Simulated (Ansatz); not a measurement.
# BClFH₂InO: one species, many methods

One table from this session's results is given with a row withheld; the runs are named, their logs left out.

Method: functionals in def2-TZVPP, the program's frozen cores in correlated methods; program: Ansatz 0.2.0, Gaussian basis.

Levels to be run: LDA (SPW92), PBE-D4, revPBE-D4, BLYP-D4, r2SCAN-D4, B97M-V, PBE0-D4, B3LYP-D4, r2SCANh-D4, r2SCAN0-D4, HSE06-D4, BHLYP-D4, CAM-B3LYP-D4, LC-ωPBE, ωB97X-V, ωB97M-V, B2PLYP, PBE-QIDH; CCSD(T)/def2-SVP; CCSD(T)/def2-TZVPP; MP2/def2-QZVPP; extrapolation to the limit; RPA on PBE.

## The relaxed structure

The geometry comes from an earlier relaxation with PBE0-D4 in a triple-zeta def2 set; it is a stationary point, not always the lowest conformer. In takes the def2 core potential; no spin-orbit term is included.

SMILES `FB(Cl)[O][InH2]`, 7 atoms, charge 0, spin multiplicity 1.

Atoms are counted from 1 here; the program's logs count them from 0.

Bond lengths: F1–B2 1.352 Å, B2–Cl3 1.767 Å, B2–O4 1.313 Å, O4–In5 2.038 Å, In5–H6 1.700 Å, In5–H7 1.700 Å. Angles: F1–B2–Cl3 115.6°, F1–B2–O4 121.1°, Cl3–B2–O4 123.3°, B2–O4–In5 122.6°, O4–In5–H6 110.2°, O4–In5–H7 110.2°, H6–In5–H7 139.4°.

Set-up of the first run:

Input file in.yaml:

```yaml
crystal:
  periodic: [false, false, false]
  atoms:
    - {symbol: F, position_ang: [0.990669, -0.490719, -1.436644]}
    - {symbol: B, position_ang: [-0.153208, -0.992652, -0.920103]}
    - {symbol: Cl, position_ang: [-0.833801, -2.380686, -1.776875]}
    - {symbol: O, position_ang: [-0.702542, -0.465325, 0.149070]}
    - {symbol: In, position_ang: [0.102300, 1.136006, 1.120077]}
    - {symbol: H, position_ang: [-0.551286, 2.582209, 0.511215]}
    - {symbol: H, position_ang: [1.147858, 0.611178, 2.353260]}
basis:
  gaussian: {orbitals: def2-TZVPP}
hamiltonian: {xc: lda}
output: {orbitals: {seedname: orbitals}}
```

Started as:

```
$ ansatz run in.yaml --threads 4 --pin off --events-out ev --progress --plain --max-ram 10444MiB
```

Steps of the session up to this table: LDA; PBE-D4 (GGA); revPBE-D4 (GGA); BLYP-D4 (GGA); r2SCAN-D4 (meta-GGA); B97M-V (meta-GGA); PBE0-D4 (hybrid); B3LYP-D4 (hybrid); r2SCANh-D4 (hybrid); r2SCAN0-D4 (hybrid); HSE06-D4 (hybrid); BHLYP-D4 (hybrid); CAM-B3LYP-D4 (range-separated); LC-ωPBE (range-separated); ωB97X-V (range-separated); ωB97M-V (range-separated); B2PLYP (double hybrid); PBE-QIDH (double hybrid).

One table of the session follows, with a row left open; its other results are not shown here.

It belongs to the step «Orbital energies across the functionals». 

| functional | HOMO (eV) | LUMO (eV) | gap (eV) |
| --- | --- | --- | --- |
| LDA (SPW92) | -7.29 | -3.16 | 4.13 |
| PBE-D4 | -7.12 | -2.86 | 4.25 |
| revPBE-D4 | -7.05 | -2.73 | 4.31 |
| BLYP-D4 | -6.96 | -2.85 | 4.11 |
| r2SCAN-D4 | -7.47 | -2.56 | 4.91 |
| B97M-V | -7.57 | -2.85 | 4.72 |
| PBE0-D4 | -8.59 | -2.12 | 6.47 |
| B3LYP-D4 | -8.30 | -2.42 | 5.88 |
| r2SCANh-D4 | -8.01 | -2.30 | 5.71 |
| r2SCAN0-D4 | -8.83 | -1.92 | 6.90 |
| HSE06-D4 | -8.18 | -2.48 | 5.71 |
| BHLYP-D4 | -9.92 | -1.48 | 8.43 |
| CAM-B3LYP-D4 | -9.99 | -1.33 | 8.66 |
| LC-ωPBE | -11.42 | -0.16 | 11.26 |
| ωB97X-V | ? | ? | ? |
| ωB97M-V | -10.89 | -0.60 | 10.29 |

Q: Estimate the row for ωB97X-V from the others.

The run gave: HOMO (eV): -11.04; LUMO (eV): -0.31; gap (eV): 10.73. In the column «HOMO (eV)» it lies between LC-ωPBE (-11.42) and ωB97M-V (-10.89).
